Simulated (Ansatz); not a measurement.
# Cl3GeH: a dynamics run in two tries

Wanted: a short trajectory, and a check that the input is sound. SMILES of the start: [Cl][GeH]([Cl])[Cl].

All numbers below are computed with Ansatz 0.2.0 (RKS B3LYP/def2-SVP).

## 1. Starting point

Bond lengths: Ge1–H2 1.530 Å, Ge1–Cl3 2.155 Å, Ge1–Cl4 2.155 Å, Ge1–Cl5 2.155 Å. Angles: H2–Ge1–Cl3 110.2°, H2–Ge1–Cl4 110.2°, H2–Ge1–Cl5 110.2°, Cl3–Ge1–Cl4 108.7°, Cl3–Ge1–Cl5 108.7°, Cl4–Ge1–Cl5 108.7°.

Coordinates:

```xyz
5

Ge    0.0005    0.0000    0.0073
H     0.0001    0.0000    1.5375
Cl    2.0227    0.0000   -0.7374
Cl   -1.0105    1.7512   -0.7377
Cl   -1.0105   -1.7512   -0.7377
```

## 2. The run

File input.yaml:

```yaml
crystal:
  periodic: [false, false, false]
  atoms:
    - { symbol: Ge, position_ang: [0.000468, 0.0, 0.007318] }
    - { symbol: H, position_ang: [0.000122, 0.0, 1.537517] }
    - { symbol: Cl, position_ang: [2.022736, 0.0, -0.737378] }
    - { symbol: Cl, position_ang: [-1.010513, 1.751222, -0.737678] }
    - { symbol: Cl, position_ang: [-1.010513, -1.751222, -0.737678] }
basis:
  gaussian: { orbitals: def2-SVP }
hamiltonian:
  xc: b3lyp
md:
  timestep: 0.25
  n_steps: 25
  ensemble: nve_milne
  temperature: 2000.0
  initial_velocities: maxwell_boltzmann
  seed: 337067
  dt: 0.5
```

Started as:

```
$ ansatz run input.yaml --threads 1 --pin off --max-ram 2048MiB --backend cpu --events-out ev --progress --plain --runs-dir out
```

What does the calculation give? Wanted: first try.

The runs gave:

```
 quantity                                                                               value
first try                                                                             refused
    cause  one key bears a name from other programs (dt, n_images) that this one doesn't know
```

The fault in the first input was caught at the input check and cost nothing.
